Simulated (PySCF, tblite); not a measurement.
# C₅H₁₁O₂P: geometry, infrared bands and NMR shifts

Wanted: the infrared bands and NMR shifts of C₅H₁₁O₂P (`C=C[P@@](C)(=O)COC`), by calculation.

Programs: tblite 0.8.0 and PySCF 2.14.0, with density-fitted response routines of our own. Each step states its level of theory. These are calculated values for one molecule in the gas phase, unless marked as measured. Atoms are numbered from 0 throughout.

## (1) The molecule as given

19 atoms, charge 0, multiplicity 1; geometry from: force field or distance geometry start.

Bonds of the start (Å): C0–C1 1.32, C1–P2 1.76, P2–C3 1.78, P2–O4 1.51, P2–C5 1.79, C5–O6 1.43, O6–C7 1.43, C0–H8 1.09, C0–H9 1.09, C1–H10 1.09, C3–H11 1.10, C3–H12 1.11, C3–H13 1.10, C5–H14 1.10, C5–H15 1.09, C7–H16 1.09, C7–H17 1.10, C7–H18 1.09.

## (2) Optimising the geometry with GFN2-xTB

Job settings and geometry (Å):

```
{"job": {"kind": "relax", "xc": "GFN2-xTB", "basis": "xTB"}, "charge": 0, "multiplicity": 1}
C     -2.319700     1.942800     0.395600
C     -1.289700     1.121000     0.528600
P     -0.963000    -0.237900    -0.535000
C     -1.144200    -1.660700     0.519700
O     -1.756800    -0.432800    -1.805400
C      0.795200    -0.152300    -0.885700
O      1.501300    -0.119900     0.360500
C      2.912500    -0.037400     0.169500
H     -2.484800     2.768000     1.082800
H     -3.043500     1.808700    -0.410400
H     -0.596900     1.282400     1.357600
H     -2.192400    -1.799200     0.825900
H     -0.543900    -1.568600     1.444400
H     -0.819000    -2.570900    -0.003700
H      1.016100     0.762300    -1.456500
H      1.097800    -1.033700    -1.443900
H      3.393000    -0.022100     1.147800
H      3.264000    -0.920400    -0.388600
H      3.164300     0.880100    -0.363300
```

Started as:

```
> OMP_NUM_THREADS=1 python probes_run.py task.json out
```

One launch serves the whole session: the jobs run in the order shown.

**Question.** This job is followed by: GFN2-xTB harmonic vibrations, gas phase; GIAO PBE0/pcSseg-1 NMR shielding, non-relativistic, gas phase. What will the session give for the following? strongest single infrared mode (GFN2-xTB); zero-point energy (GFN2-xTB); 13C shifts against TMS (PBE0/pcSseg-1); 1H shifts against TMS (PBE0/pcSseg-1, means over atoms taken as alike); 31P shifts against H3PO4 (PBE0/pcSseg-1); 17O shifts against H2O (PBE0/pcSseg-1).

**Answer**, as computed:

```
                                                              quantity                                         value
                             strongest single infrared mode (GFN2-xTB)                          875 cm⁻¹, 139 km/mol
                                          zero-point energy (GFN2-xTB)                                 94.4 kcal/mol
                                13C shifts against TMS (PBE0/pcSseg-1)            141.9, 141.5, 77.4, 63.5, 17.2 ppm
1H shifts against TMS (PBE0/pcSseg-1, means over atoms taken as alike)  6.77, 6.55, 6.54, 3.59, 3.58, 3.54, 1.34 ppm
                              31P shifts against H3PO4 (PBE0/pcSseg-1)                                       6.0 ppm
                                17O shifts against H2O (PBE0/pcSseg-1)                                 75.7, 8.8 ppm
```

**Reading.** Over 67 steps the energy fell by 0.263 eV; of the close pairs, C1–P2 changed most, 1.756 to 1.812 Å. No mode is imaginary among the 51: a minimum at this level. The strongest single mode, at 875 cm⁻¹, is spread over several atoms, H13, P2, H11, H15 among them. Unscaled tight-binding wavenumbers are off by several per cent, some by more. Its intensities can rank the bands wrongly. C0 (terminal =CH2 carbon) lies farthest downfield among carbon, at 141.9 ppm; the olefinic region. At PBE0/pcSseg-1: The largest span, 262 ppm, is at C0, where the paramagnetic term is -208 ppm.
